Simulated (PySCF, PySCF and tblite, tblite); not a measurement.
# C4H5FO2: a scan of ring puckering, part 1 of 3

Aim: follow energy and NMR parameters of C4H5FO2 (`O=C[C@@H]1CO[C@@H]1F`) along ring puckering.

Computed with tblite 0.8.0 (tight binding) and PySCF 2.14.0 (DFT, with response routines of our own); each step states its level. Atoms count from 0 throughout.

## Step 1: The molecule as given

12 atoms, charge 0, multiplicity 1; geometry from: force field or distance geometry start.

Bonds of the start (Å): C1–C2 1.52, C1–H7 1.09, C2–C3 1.52, C2–C5 1.54, C2–H8 1.10, C3–H10 1.10, C3–H9 1.09, C3–O4 1.44, C5–F6 1.35, C5–H11 1.09, O0–C1 1.25, O4–C5 1.45.

## Step 2: GFN2-xTB relaxation, start minimum

What the job is given:

```
{"job": {"xc": "GFN2-xTB", "basis": "xTB", "kind": "relax"}, "charge": 0, "multiplicity": 1}
O      2.619100     0.352400    -0.267800
C      1.435300     0.525800    -0.625300
C      0.230500     0.337600     0.290000
C     -0.207600    -1.080200     0.605200
O     -1.582600    -0.792300     0.280700
C     -1.168000     0.447700    -0.356200
F     -1.202200     0.376100    -1.705200
H      1.231500     0.836800    -1.647900
H      0.311300     0.963400     1.186100
H      0.194100    -1.875900    -0.025900
H     -0.103000    -1.379300     1.661100
H     -1.757000     1.287300     0.025700
```

On the command line:

```console
OMP_NUM_THREADS=1 python ens_run.py task.json out
```

This one command runs the whole study; its stages follow in the order run.

Log:

```text
step      E/eV     max force
  0    -650.78987    3.628
  1    -650.87085    4.968
  2    -650.99699    0.670
  3    -651.01095    0.387
  4    -651.02742    0.265
  5    -651.03106    0.215
  6    -651.03488    0.191
  7    -651.03717    0.144
  8    -651.03938    0.153
  9    -651.04066    0.104
 10    -651.04168    0.091
 11    -651.04252    0.083
 12    -651.04331    0.077
 13    -651.04399    0.063
 14    -651.04468    0.079
 15    -651.04545    0.086
 16    -651.04625    0.084
 17    -651.04699    0.081
 18    -651.04769    0.078
 19    -651.04839    0.078
 20    -651.04910    0.076
 21    -651.04978    0.076
 22    -651.05041    0.074
 23    -651.05100    0.082
 24    -651.05149    0.063
 25    -651.05183    0.052
 26    -651.05210    0.055
 27    -651.05244    0.064
 28    -651.05299    0.082
 29    -651.05377    0.093
 30    -651.05457    0.074
 31    -651.05512    0.054
 32    -651.05544    0.058
 33    -651.05571    0.054
 34    -651.05600    0.046
 35    -651.05621    0.032
 36    -651.05632    0.022
 37    -651.05638    0.022
 38    -651.05644    0.020
 39    -651.05648    0.022
 40    -651.05652    0.018
 41    -651.05656    0.018
 42    -651.05661    0.020
 43    -651.05668    0.023
 44    -651.05676    0.026
 45    -651.05689    0.039
 46    -651.05707    0.041
 47    -651.05731    0.042
 48    -651.05755    0.039
 49    -651.05775    0.039
 50    -651.05793    0.037
 51    -651.05822    0.059
 52    -651.05860    0.070
 53    -651.05901    0.087
 54    -651.05923    0.162
 55    -651.05976    0.055
 56    -651.06017    0.060
 57    -651.06179    0.125
 58    -651.06319    0.366
 59    -651.06498    0.239
 60    -651.06807    0.223
 61    -651.07112    0.452
 62    -651.07206    0.217
 63    -651.07482    0.151
 64    -651.07575    0.442
 65    -651.07719    0.077
 66    -651.07791    0.058
 67    -651.07852    0.074
 68    -651.07882    0.083
 69    -651.07927    0.067
 70    -651.07961    0.088
 71    -651.07999    0.062
 72    -651.08026    0.094
 73    -651.08051    0.061
 74    -651.08080    0.071
 75    -651.08119    0.072
 76    -651.08160    0.093
 77    -651.08207    0.061
 78    -651.08252    0.159
 79    -651.08311    0.090
 80    -651.08355    0.141
 81    -651.08409    0.066
 82    -651.08429    0.054
 83    -651.08441    0.027
 84    -651.08445    0.052
 85    -651.08449    0.011
 86    -651.08451    0.009
 87    -651.08452    0.015
 88    -651.08453    0.013
 89    -651.08454    0.009
 90    -651.08454    0.005
 91    -651.08454    0.003
```

Wall time 0.24 s (1 thread of AMD EPYC 9B45, shared host).

Gain 0.295 eV; displacement 0.38 Å root mean square.

## Step 3: Relaxed scan, ring puckering

What the job is given:

```
{"job": {"xc": "GFN2-xTB", "basis": "xTB", "coordinate": [["t", [2, 3, 4, 5], 1]], "kind": "drive"}, "charge": 0, "multiplicity": 1}
O      2.421501     1.079001    -0.379815
C      1.428404     0.458341    -0.620778
C      0.272955     0.316378     0.330403
C     -0.240216    -1.120288     0.557429
O     -1.540640    -0.766830     0.068441
C     -1.134408     0.522777    -0.265554
F     -1.134598     0.715413    -1.619088
H      1.285368    -0.075677    -1.576656
H      0.453412     0.887309     1.240739
H      0.231879    -1.883342    -0.066593
H     -0.277567    -1.449038     1.596414
H     -1.764891     1.315273     0.155494
```

Log:

```text
point  coordinate     E/eV
  0      7.800     -651.08223
  1     15.200     -651.05759
  2     22.300     -650.99401
  3     28.800     -650.87496
  4     34.700     -650.68484
```

It took 0.36 s on 1 thread of AMD EPYC 9B45, shared host.

The highest point is number 4, 9.2 kcal/mol above the first.

## Step 4: Relaxed scan, ring puckering

job is that of step 3.

Log:

```text
point  coordinate     E/eV
  0      0.200     -651.08165
  1     -7.500     -651.06261
  2    -15.000     -651.02231
  3    -22.200     -650.94968
  4    -28.800     -650.82667
  5    -34.700     -650.63617
```

Run time: 0.42 s. Hardware: 1 thread of AMD EPYC 9B45, shared host.

The highest point is number 5, 10.3 kcal/mol above the first.

## Step 5: Shieldings, coordinate held at -34.7: PBE0/pcSseg-1

What the job is given:

```
{"job": {"kind": "nmr", "xc": "PBE0", "basis": "pcSseg-1", "every": 1, "pop": false}, "charge": 0, "multiplicity": 1}
O      2.444497     0.957432    -0.619681
C      1.408123     0.371132    -0.726255
C      0.349388     0.350279     0.336297
C     -0.242910    -1.047473     0.576584
O     -1.019149    -0.872018    -0.618786
C     -1.098836     0.486885    -0.266794
F     -1.265939     1.304770    -1.326510
H      1.141822    -0.210650    -1.625188
H      0.621520     0.970934     1.191299
H      0.421223    -1.909078     0.507761
H     -0.873215    -1.106445     1.467242
H     -1.882908     0.715933     0.464637
```

Log:

```text
coarse grid: 10704 points
cycle   1  E = -404.9228828589  dE =  1.297e+00  |g| = 1.012e+00  |ddm| = 3.062e+00
cycle   2  E = -404.4063129563  dE =  5.166e-01  |g| = 1.941e+00  |ddm| = 2.538e+00
cycle   3  E = -405.1048082868  dE = -6.985e-01  |g| = 2.109e-01  |ddm| = 2.006e+00
cycle   4  E = -405.1116198198  dE = -6.812e-03  |g| = 1.069e-01  |ddm| = 2.090e-01
cycle   5  E = -405.1135071580  dE = -1.887e-03  |g| = 2.070e-02  |ddm| = 7.334e-02
cycle   6  E = -405.1135851308  dE = -7.797e-05  |g| = 7.282e-03  |ddm| = 1.715e-02
cycle   7  E = -405.1135943012  dE = -9.170e-06  |g| = 1.728e-03  |ddm| = 5.712e-03
final grid: 105712 points
cycle   8  E = -405.1839900471  dE = -1.232e-05  |g| = 1.553e-02  |ddm| = 2.818e-02
cycle   9  E = -405.1838789199  dE =  1.111e-04  |g| = 2.918e-02  |ddm| = 2.827e-02
cycle  10  E = -405.1840325726  dE = -1.537e-04  |g| = 2.342e-03  |ddm| = 1.996e-02
cycle  11  E = -405.1840335401  dE = -9.675e-07  |g| = 3.621e-04  |ddm| = 1.630e-03
cycle  12  E = -405.1840335616  dE = -2.145e-08  |g| = 1.288e-04  |ddm| = 3.795e-04
cycle  13  E = -405.1840335651  dE = -3.484e-09  |g| = 3.124e-05  |ddm| = 1.277e-04
cycle  14  E = -405.1840335652  dE = -1.580e-10  |g| = 1.377e-05  |ddm| = 3.418e-05
converged SCF energy = -405.1840335652

GIAO shielding tensors (ppm)
atom      isotropic    diamagn.    paramagn.     s11        s22        s33       span
  0 O     -397.362     396.072    -793.434  -1077.202   -482.153    367.268   1444.471
  1 C      -17.611     247.028    -264.639   -109.890    -39.986     97.045    206.935
  2 C      120.447     252.550    -132.102    107.369    117.417    136.556     29.187
  3 C      127.016     249.036    -122.020     93.470    121.522    166.054     72.584
  4 O      223.093     397.900    -174.806    144.377    214.975    309.929    165.552
  5 C       71.829     243.272    -171.443     48.287     67.380     99.820     51.533
  6 F      298.840     471.518    -172.677    204.903    330.988    360.631    155.728
  7 H       21.233      27.970      -6.737     18.561     19.789     25.348      6.787
  8 H       28.748      31.742      -2.995     25.630     27.197     33.415      7.785
  9 H       27.671      29.475      -1.804     24.668     25.741     32.604      7.936
 10 H       27.604      29.745      -2.142     24.951     25.667     32.194      7.243
 11 H       25.494      29.033      -3.538     22.469     25.973     28.042      5.572
```

Run time: 7 s. Hardware: 1 thread of AMD EPYC 9B45, shared host; peak memory 0.7 GiB.

In short: HOMO -7.56 eV, LUMO -1.08 eV; dipole 3.38 D.

## Step 6: Shieldings, coordinate held at -7.5: PBE0/pcSseg-1

What the job is given:

```
{"job": {"kind": "nmr", "xc": "PBE0", "basis": "pcSseg-1", "every": 1, "pop": false}, "charge": 0, "multiplicity": 1}
O      2.424386     1.029477    -0.455230
C      1.411018     0.428143    -0.654851
C      0.281234     0.327628     0.333594
C     -0.226204    -1.110132     0.564508
O     -1.423052    -0.841493    -0.176029
C     -1.121747     0.519230    -0.274892
F     -1.133990     0.951739    -1.566089
H      1.224117    -0.119054    -1.595200
H      0.495576     0.915919     1.224960
H      0.362929    -1.910725     0.112151
H     -0.446535    -1.345795     1.607722
H     -1.814841     1.169811     0.275290
```

Log:

```text
coarse grid: 10704 points
cycle   1  E = -404.9393459547  dE =  1.257e+00  |g| = 1.012e+00  |ddm| = 3.050e+00
cycle   2  E = -404.4288023907  dE =  5.105e-01  |g| = 1.935e+00  |ddm| = 2.413e+00
cycle   3  E = -405.1194553362  dE = -6.907e-01  |g| = 2.160e-01  |ddm| = 1.872e+00
cycle   4  E = -405.1268443657  dE = -7.389e-03  |g| = 1.004e-01  |ddm| = 2.024e-01
cycle   5  E = -405.1284663190  dE = -1.622e-03  |g| = 1.960e-02  |ddm| = 6.592e-02
cycle   6  E = -405.1285371539  dE = -7.083e-05  |g| = 7.140e-03  |ddm| = 1.653e-02
cycle   7  E = -405.1285458798  dE = -8.726e-06  |g| = 1.784e-03  |ddm| = 5.349e-03
final grid: 105712 points
cycle   8  E = -405.1981888102  dE = -9.989e-06  |g| = 1.575e-02  |ddm| = 2.743e-02
cycle   9  E = -405.1980779566  dE =  1.109e-04  |g| = 2.931e-02  |ddm| = 2.728e-02
cycle  10  E = -405.1982320127  dE = -1.541e-04  |g| = 2.474e-03  |ddm| = 1.942e-02
cycle  11  E = -405.1982331003  dE = -1.088e-06  |g| = 3.338e-04  |ddm| = 1.645e-03
cycle  12  E = -405.1982331180  dE = -1.772e-08  |g| = 1.302e-04  |ddm| = 3.329e-04
cycle  13  E = -405.1982331215  dE = -3.497e-09  |g| = 3.472e-05  |ddm| = 1.238e-04
cycle  14  E = -405.1982331217  dE = -1.867e-10  |g| = 1.327e-05  |ddm| = 3.174e-05
converged SCF energy = -405.1982331217

GIAO shielding tensors (ppm)
atom      isotropic    diamagn.    paramagn.     s11        s22        s33       span
  0 O     -391.379     396.262    -787.641  -1067.550   -463.840    357.253   1424.803
  1 C      -15.345     247.099    -262.444   -105.326    -33.977     93.268    198.594
  2 C      131.633     253.365    -121.732    115.855    137.564    141.479     25.624
  3 C      122.840     247.053    -124.212     87.508    110.105    170.909     83.401
  4 O      242.313     397.188    -154.876    164.823    236.298    325.817    160.994
  5 C       71.343     241.231    -169.887     48.120     73.519     92.390     44.270
  6 F      298.984     472.486    -173.502    200.487    307.895    388.570    188.083
  7 H       21.284      28.174      -6.890     18.844     20.566     24.443      5.599
  8 H       28.510      31.760      -3.250     25.613     28.310     31.607      5.994
  9 H       27.107      29.373      -2.266     24.121     25.298     31.903      7.782
 10 H       26.909      29.249      -2.340     24.609     25.174     30.944      6.335
 11 H       25.359      28.445      -3.086     21.799     25.791     28.486      6.688
```

Run time: 6.8 s. Hardware: 1 thread of AMD EPYC 9B45, shared host; peak memory 0.79 GiB.

This run: HOMO -7.75 eV, LUMO -1.16 eV; dipole 2.49 D.

## Step 7: Shieldings, coordinate held at 22.3: PBE0/pcSseg-1

What the job is given:

```
{"job": {"kind": "nmr", "xc": "PBE0", "basis": "pcSseg-1", "every": 1, "pop": false}, "charge": 0, "multiplicity": 1}
O      2.436661     1.152626    -0.290312
C      1.469617     0.508288    -0.575464
C      0.288958     0.313464     0.328330
C     -0.262941    -1.112927     0.526721
O     -1.600639    -0.597090     0.426867
C     -1.130736     0.517191    -0.260497
F     -1.162620     0.319245    -1.614160
H      1.373312    -0.005743    -1.549024
H      0.408176     0.850517     1.267889
H     -0.035379    -1.786906    -0.302362
H     -0.078251    -1.594951     1.485651
H     -1.682564     1.441149    -0.062757
```

Log:

```text
coarse grid: 10704 points
cycle   1  E = -404.9364188757  dE =  1.262e+00  |g| = 1.012e+00  |ddm| = 3.063e+00
cycle   2  E = -404.4220566534  dE =  5.144e-01  |g| = 1.938e+00  |ddm| = 2.289e+00
cycle   3  E = -405.1164473158  dE = -6.944e-01  |g| = 2.156e-01  |ddm| = 1.761e+00
cycle   4  E = -405.1237983424  dE = -7.351e-03  |g| = 9.833e-02  |ddm| = 1.969e-01
cycle   5  E = -405.1253453021  dE = -1.547e-03  |g| = 1.860e-02  |ddm| = 6.331e-02
cycle   6  E = -405.1254080497  dE = -6.275e-05  |g| = 7.413e-03  |ddm| = 1.719e-02
cycle   7  E = -405.1254173859  dE = -9.336e-06  |g| = 1.874e-03  |ddm| = 5.607e-03
final grid: 105712 points
cycle   8  E = -405.1958908980  dE = -1.190e-05  |g| = 1.586e-02  |ddm| = 2.568e-02
cycle   9  E = -405.1957773307  dE =  1.136e-04  |g| = 2.960e-02  |ddm| = 2.764e-02
cycle  10  E = -405.1959346990  dE = -1.574e-04  |g| = 2.510e-03  |ddm| = 1.960e-02
cycle  11  E = -405.1959358336  dE = -1.135e-06  |g| = 3.600e-04  |ddm| = 1.691e-03
cycle  12  E = -405.1959358535  dE = -1.988e-08  |g| = 1.425e-04  |ddm| = 3.618e-04
cycle  13  E = -405.1959358575  dE = -3.960e-09  |g| = 4.306e-05  |ddm| = 1.363e-04
cycle  14  E = -405.1959358577  dE = -2.829e-10  |g| = 1.224e-05  |ddm| = 3.272e-05
converged SCF energy = -405.1959358577

GIAO shielding tensors (ppm)
atom      isotropic    diamagn.    paramagn.     s11        s22        s33       span
  0 O     -406.460     396.332    -802.792  -1113.965   -467.681    362.267   1476.233
  1 C      -16.079     246.717    -262.797   -102.356    -39.576     93.694    196.049
  2 C      128.961     251.164    -122.203    101.003    128.918    156.962     55.958
  3 C      115.224     248.422    -133.198     84.342     94.970    166.360     82.018
  4 O      230.747     397.839    -167.092    140.785    253.288    298.168    157.383
  5 C       66.891     243.786    -176.896     45.148     69.793     85.730     40.582
  6 F      326.158     474.011    -147.853    235.426    332.291    410.756    175.330
  7 H       21.481      28.035      -6.554     19.201     20.436     24.808      5.607
  8 H       28.130      31.401      -3.271     25.901     28.447     30.042      4.141
  9 H       26.138      29.754      -3.616     23.301     24.809     30.304      7.003
 10 H       27.098      29.372      -2.274     24.690     25.243     31.362      6.672
 11 H       25.679      28.753      -3.074     21.456     26.206     29.375      7.919
```

Wall time 6.7 s (1 thread of AMD EPYC 9B45, shared host); peak memory 0.79 GiB.

Key values: HOMO -7.69 eV, LUMO -1.25 eV; dipole 1.44 D.

## Step 8: Shieldings, coordinate held at -22.2: PBE0/pcSseg-1

What the job is given:

```
{"job": {"kind": "nmr", "xc": "PBE0", "basis": "pcSseg-1", "every": 1, "pop": false}, "charge": 0, "multiplicity": 1}
O      2.433546     0.969598    -0.554225
C      1.397586     0.391147    -0.695594
C      0.306174     0.346458     0.338160
C     -0.223304    -1.082070     0.570290
O     -1.211985    -0.884623    -0.448496
C     -1.102262     0.504772    -0.279428
F     -1.181021     1.181745    -1.449146
H      1.154771    -0.176639    -1.610370
H      0.555014     0.956114     1.206323
H      0.442748    -1.913933     0.340702
H     -0.684729    -1.216721     1.551927
H     -1.864731     0.926848     0.390218
```

Log:

```text
coarse grid: 10704 points
cycle   1  E = -404.9351442923  dE =  1.276e+00  |g| = 1.011e+00  |ddm| = 3.056e+00
cycle   2  E = -404.4239774993  dE =  5.112e-01  |g| = 1.935e+00  |ddm| = 2.482e+00
cycle   3  E = -405.1155158723  dE = -6.915e-01  |g| = 2.133e-01  |ddm| = 1.943e+00
cycle   4  E = -405.1226454594  dE = -7.130e-03  |g| = 1.028e-01  |ddm| = 2.048e-01
cycle   5  E = -405.1243605997  dE = -1.715e-03  |g| = 2.036e-02  |ddm| = 6.919e-02
cycle   6  E = -405.1244368660  dE = -7.627e-05  |g| = 7.124e-03  |ddm| = 1.693e-02
cycle   7  E = -405.1244456067  dE = -8.741e-06  |g| = 1.736e-03  |ddm| = 5.499e-03
final grid: 105712 points
cycle   8  E = -405.1948927001  dE = -1.418e-05  |g| = 1.557e-02  |ddm| = 2.736e-02
cycle   9  E = -405.1947821568  dE =  1.105e-04  |g| = 2.915e-02  |ddm| = 2.785e-02
cycle  10  E = -405.1949352353  dE = -1.531e-04  |g| = 2.406e-03  |ddm| = 1.977e-02
cycle  11  E = -405.1949362602  dE = -1.025e-06  |g| = 3.528e-04  |ddm| = 1.637e-03
cycle  12  E = -405.1949362799  dE = -1.969e-08  |g| = 1.340e-04  |ddm| = 3.584e-04
cycle  13  E = -405.1949362836  dE = -3.741e-09  |g| = 3.245e-05  |ddm| = 1.273e-04
cycle  14  E = -405.1949362838  dE = -1.639e-10  |g| = 1.382e-05  |ddm| = 3.348e-05
converged SCF energy = -405.1949362838

GIAO shielding tensors (ppm)
atom      isotropic    diamagn.    paramagn.     s11        s22        s33       span
  0 O     -387.688     396.164    -783.851  -1055.769   -470.598    363.303   1419.072
  1 C      -16.072     247.345    -263.417   -108.214    -35.721     95.719    203.932
  2 C      125.945     253.022    -127.077    115.873    123.225    138.736     22.863
  3 C      126.125     247.917    -121.792     90.894    118.224    169.256     78.362
  4 O      237.014     397.641    -160.627    165.832    218.097    327.114    161.283
  5 C       72.337     242.140    -169.803     49.968     71.088     95.955     45.987
  6 F      300.931     471.830    -170.899    201.421    320.805    380.567    179.146
  7 H       21.279      28.079      -6.800     18.732     20.260     24.844      6.112
  8 H       28.681      31.780      -3.098     25.628     27.823     32.592      6.964
  9 H       27.526      29.389      -1.862     24.540     25.633     32.406      7.866
 10 H       27.206      29.459      -2.253     24.541     25.474     31.603      7.062
 11 H       25.305      28.693      -3.388     22.159     25.637     28.119      5.960
```

Wall time 6.7 s (1 thread of AMD EPYC 9B45, shared host); peak memory 0.79 GiB.

This run: HOMO -7.64 eV, LUMO -1.10 eV; dipole 2.99 D.

## Step 9: Shieldings, coordinate held at 7.8: PBE0/pcSseg-1

What the job is given:

```
{"job": {"kind": "nmr", "xc": "PBE0", "basis": "pcSseg-1", "every": 1, "pop": false}, "charge": 0, "multiplicity": 1}
O      2.426337     1.091273    -0.357770
C      1.436710     0.469622    -0.610814
C      0.275024     0.317545     0.329819
C     -0.241145    -1.118626     0.553319
O     -1.560203    -0.737970     0.139192
C     -1.133643     0.524046    -0.263970
F     -1.132825     0.640123    -1.627392
H      1.304053    -0.058985    -1.571095
H      0.445373     0.883067     1.245322
H      0.190461    -1.867149    -0.116089
H     -0.229429    -1.476897     1.582543
H     -1.748779     1.349247     0.113690
```

Log:

```text
coarse grid: 10704 points
cycle   1  E = -404.9396236522  dE =  1.252e+00  |g| = 1.012e+00  |ddm| = 3.051e+00
cycle   2  E = -404.4303488712  dE =  5.093e-01  |g| = 1.934e+00  |ddm| = 2.325e+00
cycle   3  E = -405.1196074113  dE = -6.893e-01  |g| = 2.165e-01  |ddm| = 1.790e+00
cycle   4  E = -405.1270546914  dE = -7.447e-03  |g| = 9.864e-02  |ddm| = 1.995e-01
cycle   5  E = -405.1286129372  dE = -1.558e-03  |g| = 1.889e-02  |ddm| = 6.371e-02
cycle   6  E = -405.1286786303  dE = -6.569e-05  |g| = 7.200e-03  |ddm| = 1.660e-02
cycle   7  E = -405.1286874787  dE = -8.848e-06  |g| = 1.830e-03  |ddm| = 5.345e-03
final grid: 105712 points
cycle   8  E = -405.1989065725  dE = -1.098e-05  |g| = 1.559e-02  |ddm| = 2.550e-02
cycle   9  E = -405.1987970423  dE =  1.095e-04  |g| = 2.908e-02  |ddm| = 2.719e-02
cycle  10  E = -405.1989490947  dE = -1.521e-04  |g| = 2.483e-03  |ddm| = 1.919e-02
cycle  11  E = -405.1989502007  dE = -1.106e-06  |g| = 3.387e-04  |ddm| = 1.637e-03
cycle  12  E = -405.1989502183  dE = -1.760e-08  |g| = 1.396e-04  |ddm| = 3.403e-04
cycle  13  E = -405.1989502222  dE = -3.878e-09  |g| = 3.966e-05  |ddm| = 1.302e-04
cycle  14  E = -405.1989502224  dE = -2.385e-10  |g| = 1.314e-05  |ddm| = 3.245e-05
converged SCF energy = -405.1989502224

GIAO shielding tensors (ppm)
atom      isotropic    diamagn.    paramagn.     s11        s22        s33       span
  0 O     -402.080     396.335    -798.415  -1097.805   -465.196    356.762   1454.567
  1 C      -16.006     246.752    -262.759   -103.638    -36.740     92.359    195.998
  2 C      133.281     252.726    -119.445    111.421    138.237    150.186     38.765
  3 C      118.392     247.391    -128.999     87.873     97.203    170.100     82.227
  4 O      240.203     397.163    -156.960    153.418    258.467    308.723    155.306
  5 C       69.150     241.930    -172.780     45.628     72.811     89.012     43.384
  6 F      305.866     473.429    -167.563    210.328    311.522    395.747    185.419
  7 H       21.348      28.157      -6.809     19.019     20.568     24.455      5.436
  8 H       28.289      31.587      -3.298     25.777     28.405     30.685      4.907
  9 H       26.546      29.560      -3.014     23.823     24.708     31.108      7.284
 10 H       26.879      29.243      -2.364     24.561     25.230     30.844      6.283
 11 H       25.546      28.468      -2.921     21.578     26.082     28.980      7.402
```

Wall time 6.6 s (1 thread of AMD EPYC 9B45, shared host); peak memory 0.79 GiB.

In short: HOMO -7.77 eV, LUMO -1.23 eV; dipole 1.95 D.

(Continued in part 2 of 3.)
